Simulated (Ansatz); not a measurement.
**doublet InSiH4F+ at 6 levels**

We compute a comparison of 6 runs (U-r2SCAN0/def2-SVP, U-wB97X/def2-SVP, UB2PLYP/def2-SVP, UPBE0/def2-SVP, USVWN5/def2-SVP, UMP2/def2-SVP) of doublet InSiH4F+. 

Program for the calculation: Ansatz 0.2.0.

56 further runs of the same task are left out: 56 set aside as unsound or not needed.

## 1. Starting point

InSiH4F+: 7 atoms, total charge +1, spin state doublet. SMILES of the parent species: `[F][InH][SiH3]`. The coordinates come from a PBE0-D4/def2-TZVP relaxation. That shape belongs to the parent species and isn't relaxed for this state.

Bond lengths: F1–In2 1.968 Å, In2–Si3 2.558 Å, In2–H4 1.714 Å, Si3–H5 1.486 Å, Si3–H6 1.486 Å, Si3–H7 1.487 Å. Angles: F1–In2–Si3 109.2°, F1–In2–H4 109.4°, Si3–In2–H4 141.4°, In2–Si3–H5 109.2°, In2–Si3–H6 109.1°, In2–Si3–H7 111.4°, H5–Si3–H6 109.2°, H5–Si3–H7 109.0°, H6–Si3–H7 109.0°.

## 2. The energy at U-r2SCAN0/def2-SVP (core potential) (run 1)

Contents of molecule.yaml:

```yaml
crystal:
  periodic: [false, false, false]
  atoms:
    - symbol: F
      position_ang: [-0.196000, -2.340000, 1.298800]
    - symbol: In
      position_ang: [-0.756000, -1.164900, -0.176800]
    - symbol: Si
      position_ang: [0.528000, 1.043100, -0.028600]
    - symbol: H
      position_ang: [-1.937800, -1.965900, -1.125300]
    - symbol: H
      position_ang: [1.986000, 0.765900, -0.108800]
    - symbol: H
      position_ang: [0.226000, 1.696000, 1.272200]
    - symbol: H
      position_ang: [0.149800, 1.965800, -1.131400]
basis:
  gaussian: {orbitals: def2-SVP}
output: {orbitals: {seedname: orbitals}}
accuracy: high
magnetization: {spin_polarized: true, initial_magnetization: 1}
total_charge: 1
hamiltonian: {xc: {name: r2SCAN0}}
```

On the command line:

```bash
ansatz run molecule.yaml --threads 1 --pin off --max-ram 3480MiB --events-out events.jsonl --progress --plain --runs-dir runs
```

Output:

```text
Warning: RAYON_NUM_THREADS=1 ignored (pool sized by the plan → 1); use --threads N
Functional definition: r2SCAN0
  name "r2SCAN0"
  parameter a = 0.25
  parameter k0 = 0.174
  parameter k1 = 0.065
  parameter a1 = 4.9479
  exchange = (1 - a)*r2scan_x(k0 = k0, k1 = k1, a1 = a1) + a*exact_x
  correlation = r2scan_c
1767 factors; integrals over basis functions are off by at most 7.9e-9 eV
mean field evaluation 1: about -15807.8667 eV, gradient 5.1e1 eV
mean field evaluation 2: about -15584.1858 eV, gradient 1.6e2 eV
mean field evaluation 4: about -15817.3529 eV, gradient 5.1e0 eV
mean field evaluation 8: about -15817.6628 eV, gradient 8.5e-1 eV
mean field evaluation 16: about -15817.6682 eV, gradient 2.8e-3 eV
mean field evaluation 32: about -15817.6682 eV, gradient 1.6e-7 eV
mean field -15817.66821101 eV, -581.2885851542 hartree, gradient 8.2e-8 eV, S^2 0.771544; 0 other end points of the search recorded, 0 dependent functions left out
reference -15817.66821529 eV, -581.2885853114 hartree; 24, 23 occupied and 54, 55 virtual orbitals, 1767 factors
Total energy: -15817.66821529 eV, -581.2885853114 hartree
```

It took 31 s on 1 thread of Arm Neoverse V2, shared host; peak memory 0.54 GiB.

## 3. The energy at U-wB97X/def2-SVP (core potential) (run 2)

Contents of molecule.yaml:

```yaml
crystal:
  periodic: [false, false, false]
  atoms:
    - {symbol: F, position_ang: [-0.196000, -2.340000, 1.298800]}
    - {symbol: In, position_ang: [-0.756000, -1.164900, -0.176800]}
    - {symbol: Si, position_ang: [0.528000, 1.043100, -0.028600]}
    - {symbol: H, position_ang: [-1.937800, -1.965900, -1.125300]}
    - {symbol: H, position_ang: [1.986000, 0.765900, -0.108800]}
    - {symbol: H, position_ang: [0.226000, 1.696000, 1.272200]}
    - {symbol: H, position_ang: [0.149800, 1.965800, -1.131400]}
basis:
  gaussian:
    orbitals: def2-SVP
total_charge: 1
magnetization:
  spin_polarized: true
  initial_magnetization: 1
hamiltonian:
  xc: {name: wB97X}
accuracy: high
output: {orbitals: {seedname: orbitals}}
```

On the command line:

```bash
ansatz run molecule.yaml --threads 1 --pin off --max-ram 3480MiB --events-out events.jsonl --progress --plain --runs-dir runs
```

Output (excerpt; [...] marks lines left out):

```text
Warning: RAYON_NUM_THREADS=1 ignored (pool sized by the plan → 1); use --threads N
Functional definition: wB97X
  name "wB97X"
[...]
      + exact_x_lr(omega)
[...]
      + integral(e_c_pw_opposite_spin*poly(b97_u_opposite, 1, cos1, cos2, cos3, cos4))
1767 factors; integrals over basis functions are off by at most 7.9e-9 eV
383 factors; integrals over basis functions are off by at most 2.2e-9 eV
[...]
mean field -15819.29400356 eV, -581.3483319282 hartree, gradient 7.6e-8 eV, S^2 0.766765; 0 other end points of the search recorded, 0 dependent functions left out
reference -15819.29399953 eV, -581.3483317800 hartree; 24, 23 occupied and 54, 55 virtual orbitals, 1767 factors
Total energy: -15819.29399953 eV, -581.3483317800 hartree
```

Run time: 58 s. Hardware: 1 thread of Arm Neoverse V2, shared host; peak memory 0.84 GiB.

## 4. A single-point energy at UB2PLYP/def2-SVP (core potential) (run 3)

molecule.yaml: that of step 3 with these lines changed.

```diff
@@ -11,10 +11,7 @@
 basis:
-  gaussian:
-    orbitals: def2-SVP
+  gaussian: {orbitals: def2-SVP}
 total_charge: 1
-magnetization:
-  spin_polarized: true
-  initial_magnetization: 1
-hamiltonian:
-  xc: {name: wB97X}
+magnetization: {spin_polarized: true, initial_magnetization: 1}
+hamiltonian: {xc: {name: B2PLYP}}
+correlation: {frozen_orbitals: {F: 1, H: 0, In: 4, Si: 5}}
 accuracy: high
```

On the command line:

```bash
ansatz run molecule.yaml --threads 1 --pin off --max-ram 3480MiB --events-out events.jsonl --progress --plain --runs-dir runs
```

Output (excerpt; [...] marks lines left out):

```text
Warning: RAYON_NUM_THREADS=1 ignored (pool sized by the plan → 1); use --threads N
Functional definition: B2PLYP
  name "B2PLYP"
[...]
1767 factors; integrals over basis functions are off by at most 7.9e-9 eV
[...]
mean field -15802.57056758 eV, -580.7337569916 hartree, gradient 4.6e-8 eV, S^2 0.777548; 1 other end points of the search recorded, 0 dependent functions left out
10 core orbitals not correlated: weight in the atoms' cores, before any rotation towards them, 1.000 or more for the frozen orbitals, at most 0.000 for the correlated occupied ones
reference -15802.57059589 eV, -580.7337580321 hartree; 14, 13 occupied and 54, 55 virtual orbitals, 1767 factors
second order -12.63393849 eV of doubles, -0.00000000 eV of singles
Total energy: -15805.98175929 eV, -580.8591159746 hartree
```

Run time: 17 s. Hardware: 1 thread of Arm Neoverse V2, shared host; peak memory 0.5 GiB.

Runs 4 to 5 aren't shown in full; the table further down has their settings and results.

## 5. The energy at UMP2/def2-SVP (core potential) (run 6)

Contents of job.yaml:

```yaml
crystal:
  periodic: [false, false, false]
  atoms:
    - symbol: F
      position_ang: [-0.196000, -2.340000, 1.298800]
    - symbol: In
      position_ang: [-0.756000, -1.164900, -0.176800]
    - symbol: Si
      position_ang: [0.528000, 1.043100, -0.028600]
    - symbol: H
      position_ang: [-1.937800, -1.965900, -1.125300]
    - symbol: H
      position_ang: [1.986000, 0.765900, -0.108800]
    - symbol: H
      position_ang: [0.226000, 1.696000, 1.272200]
    - symbol: H
      position_ang: [0.149800, 1.965800, -1.131400]
basis:
  gaussian:
    orbitals: def2-SVP
magnetization:
  spin_polarized: true
  initial_magnetization: 1
total_charge: 1
accuracy: high
correlation:
  method: mp2
  frozen_orbitals: {F: 1, H: 0, In: 4, Si: 5}
```

On the command line:

```bash
ansatz run job.yaml --threads 1 --pin off --max-ram 3480MiB --events-out events.jsonl --progress --plain --runs-dir runs
```

Output (excerpt; [...] marks lines left out):

```text
Warning: RAYON_NUM_THREADS=1 ignored (pool sized by the plan → 1); use --threads N
Functional definition: HF
  name "HF"
[...]
1767 factors; integrals over basis functions are off by at most 7.9e-9 eV
[...]
mean field -15766.09535743 eV, -579.3933177423 hartree, gradient 2.9e-8 eV, S^2 0.808346; 6 other end points of the search recorded, 0 dependent functions left out
10 core orbitals not correlated: weight in the atoms' cores, before any rotation towards them, 1.000 or more for the frozen orbitals, at most 0.000 for the correlated occupied ones
reference -15766.09535743 eV, -579.3933177423 hartree; 14, 13 occupied and 54, 55 virtual orbitals, 1767 factors
second order -9.88540116 eV of doubles, -0.00000000 eV of singles
Total energy: -15775.98075859 eV, -579.7565995344 hartree
```

Run time: 6.6 s. Hardware: 1 thread of Arm Neoverse V2, shared host; peak memory 0.26 GiB.

## 6. All runs side by side

| run | level | frozen core orbitals | energy (Eh) | HOMO energy (eV) | LUMO energy (eV) | ⟨S²⟩ | wall time |
| --- | --- | --- | --- | --- | --- | --- | --- |
| 1 | U-r2SCAN0/def2-SVP (core potential) | – | -581.288585 | -15.06 | -11.86 | 0.772 | 31 s |
| 2 | U-wB97X/def2-SVP (core potential) | – | -581.348332 | -16.97 | -10.13 | 0.767 | 58 s |
| 3 | UB2PLYP/def2-SVP (core potential) | 10 | -580.859116 | -15.94 | -10.88 | 0.778 | 17 s |
| 4 | UPBE0/def2-SVP (core potential) | – | -581.121136 | -14.74 | -11.94 | 0.763 | 13 s |
| 5 | USVWN5/def2-SVP (core potential) | – | -579.204712 | -13.40 | -12.70 | 0.753 | 5.7 s |
| 6 | UMP2/def2-SVP (core potential) | 10 | -579.756600 | – | – | 0.808 | 6.6 s |

## 7. Outcome

| quantity | value |
| --- | --- |
| run 6: total energy | -579.75660 Eh |
| run 6: correlation energy (10 core orbitals frozen) | -363.3 mEh |
| run 6: ⟨S²⟩ of the reference determinant | 0.808 |

In words: Totals of different functionals can't be ranked against each other. All runs together took 2.2 min, the longest 58 s.
